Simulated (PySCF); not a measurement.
Runs of PySCF 2.14.0 on CSiBrH3. The cell holds a molecule in a box, 6 atoms: a = 13.000 Å, b = 12.000 Å, c = 12.000 Å, α = 90.00°, β = 90.00°, γ = 90.00°. 

```tsv
task	level	three-body dispersion term	conv_tol	exxdiv	grid for exchange and correlation	frozen core bands	gap on the mesh (eV)
atomic charges	r2SCANh+D4	yes	1e-07 Ha	ewald	Becke, atom-centred	-	3.12
excitation energies (Tamm-Dancoff)	PBE0	-	1e-08 Ha	ewald	Becke, atom-centred	15	4.01
atomic charges	revTPSS+D4	yes	1e-07 Ha	-	Becke, atom-centred	-	(a)
MP2 correlation energy	HF	-	1e-08 Ha	ewald	-	15	9.65
atomic charges	M06-2X+D3	no	1e-07 Ha	ewald	Becke, atom-centred	-	(b)
```

Alike in all rows: potentials or basis 6-31g* (all-electron); no spin polarisation; cell as given; k mesh 1 × 1 × 1; smearing fixed.

Task: Fill in the values left out.

Result: (a) 2.32; (b) 5.88.

Caveats: this is a molecule in a periodic box at the Γ point, so its band gap is the HOMO-LUMO gap; relativity is left out, which matters for the heavier elements; the basis of atomic orbitals isn't converged, which shifts pressures, moduli and gaps; the basis is small and the box finite, so much correlation energy is missing and levels can be off by tenths of an eV (some runs); the iterative solver can pass over a root and still report convergence (some runs).

A k mesh can miss the band edges, and the runs leave out spin-orbit coupling on Br.

Runs at the PBE level aren't shown here.
